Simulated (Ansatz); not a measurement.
# UBLYP/def2-SVPD run of C2HF2Si (SMILES [C]#C[SiH](F)F)

Aim: the electronic atomisation energy of C2HF2Si at UBLYP/def2-SVPD, from 5 runs. 

The calculation is run with Ansatz 0.2.0.

45 further runs of the same task are left out: 45 set aside as unsound or not needed.

### 1 The molecule

C2HF2Si: 6 atoms, total charge 0, spin state doublet. As SMILES, `[C]#C[SiH](F)F`. The shape is that of a PBE0-D4/def2-TZVP optimisation.

Bond lengths: C1–C2 1.211 Å, C2–Si3 1.812 Å, Si3–F4 1.580 Å, Si3–F5 1.580 Å, Si3–H6 1.468 Å. Angles: C1–C2–Si3 176.8°, C2–Si3–F4 108.8°, C2–Si3–F5 108.8°, F4–Si3–F5 107.9°, C2–Si3–H6 112.5°, F4–Si3–H6 109.4°, F5–Si3–H6 109.4°.

### 2 The energy at UBLYP/def2-SVPD

molecule.yaml reads:

```yaml
crystal:
  periodic: [false, false, false]
  atoms:
    - {symbol: C, position_ang: [0.858400, -2.085100, 1.052200]}
    - {symbol: C, position_ang: [0.445300, -1.082600, 0.512900]}
    - {symbol: Si, position_ang: [-0.183000, 0.459200, -0.201300]}
    - {symbol: F, position_ang: [-1.479900, 0.138200, -1.044000]}
    - {symbol: F, position_ang: [0.904100, 1.043400, -1.187100]}
    - {symbol: H, position_ang: [-0.502800, 1.463000, 0.821300]}
basis:
  gaussian:
    orbitals: def2-SVPD
output: {orbitals: {seedname: orbitals}}
hamiltonian:
  xc: {name: BLYP}
magnetization:
  spin_polarized: true
  initial_magnetization: 1
accuracy: high
```

Command:

```sh
ansatz run molecule.yaml --threads 1 --pin off --max-ram 3480MiB --events-out events.jsonl --progress --plain --runs-dir runs
```

Log:

```text
Warning: RAYON_NUM_THREADS=1 ignored (pool sized by the plan → 1); use --threads N
Functional definition: BLYP
  name "BLYP"
  parameter beta = 0.0042
  parameter a = 0.04918
  parameter b = 0.132
  parameter c = 0.2533
  parameter d = 0.349
  exchange = b88_x(beta = beta)
  correlation = lyp_c(a = a, b = b, c = c, d = d)
2309 factors; integrals over basis functions are off by at most 3.2e-9 eV
mean field evaluation 1: about -15382.5644 eV, gradient 4.6e1 eV
mean field evaluation 2: about -15358.7341 eV, gradient 8.7e1 eV
mean field evaluation 4: about -15390.4627 eV, gradient 1.0e1 eV
mean field evaluation 8: about -15390.9424 eV, gradient 1.8e-1 eV
mean field evaluation 16: about -15390.9427 eV, gradient 1.5e-3 eV
mean field evaluation 32: about -15388.7809 eV, gradient 1.5e1 eV
mean field -15390.94273275 eV, -565.6067130728 hartree, gradient 9.1e-8 eV, S^2 0.765560; 6 other end points of the search recorded, 0 dependent functions left out
reference -15390.94278689 eV, -565.6067150625 hartree; 23, 22 occupied and 95, 96 virtual orbitals, 2309 factors
Total energy: -15390.94278689 eV, -565.6067150625 hartree
```

It took 32 s on 1 thread of Intel Xeon Platinum 8259CL at 2.50GHz (Skylake/Cascade Lake), shared host; peak memory 0.42 GiB.

### 3 The C atom at the same level

molecule.yaml reads:

```yaml
crystal:
  periodic: [false, false, false]
  atoms:
    - {symbol: C, position_ang: [0.000000, 0.000000, 0.000000]}
basis:
  gaussian:
    orbitals: def2-SVPD
magnetization:
  spin_polarized: true
  initial_magnetization: 2
hamiltonian:
  xc: {name: BLYP}
accuracy: high
```

Run the same way, it converges to -37.80174 Eh (log not shown).

### 4 The F atom

input.yaml reads:

```yaml
crystal:
  periodic: [false, false, false]
  atoms:
    - {symbol: F, position_ang: [0.000000, 0.000000, 0.000000]}
basis:
  gaussian: {orbitals: def2-SVPD}
magnetization: {spin_polarized: true, initial_magnetization: 1}
hamiltonian: {xc: {name: BLYP}}
accuracy: high
```

Run the same way, it converges to -99.64446 Eh (log not shown).

### 5 The H atom

in.yaml reads:

```yaml
basis:
  gaussian:
    orbitals: def2-SVPD
crystal:
  periodic: [false, false, false]
  atoms:
    - symbol: H
      position_ang: [0.000000, 0.000000, 0.000000]
hamiltonian:
  xc: {name: BLYP}
accuracy: high
magnetization:
  spin_polarized: true
  initial_magnetization: 1
```

Run the same way, it converges to -0.49640 Eh (log not shown).

### 6 The Si atom at the same level

input.yaml reads:

```yaml
crystal:
  periodic: [false, false, false]
  atoms:
    - symbol: Si
      position_ang: [0.000000, 0.000000, 0.000000]
basis:
  gaussian:
    orbitals: def2-SVPD
hamiltonian:
  xc: {name: BLYP}
accuracy: high
magnetization:
  spin_polarized: true
  initial_magnetization: 2
```

Run the same way, it converges to -289.27874 Eh (log not shown).

### 7 Results

At UBLYP/def2-SVPD:

| quantity | value |
| --- | --- |
| molecule: total energy | -565.60672 Eh |
| molecule: HOMO energy (highest over α and β) | -7.74 eV |
| molecule: LUMO energy (lowest over α and β) | -6.77 eV |
| molecule: ⟨S²⟩ | 0.766 |
| C atom: total energy | -37.80174 Eh |
| C atom: ⟨S²⟩ | 2.003 |
| F atom: total energy | -99.64446 Eh |
| F atom: ⟨S²⟩ | 0.751 |
| H atom: total energy | -0.49640 Eh |
| H atom: ⟨S²⟩ | 0.750 |
| Si atom: total energy | -289.27874 Eh |
| Si atom: ⟨S²⟩ | 2.003 |
| electronic atomisation energy | 25.556 eV |

What this shows: Taking the molecule apart into free atoms costs 25.56 eV (2466 kJ/mol), before zero-point energy and without spin-orbit coupling.
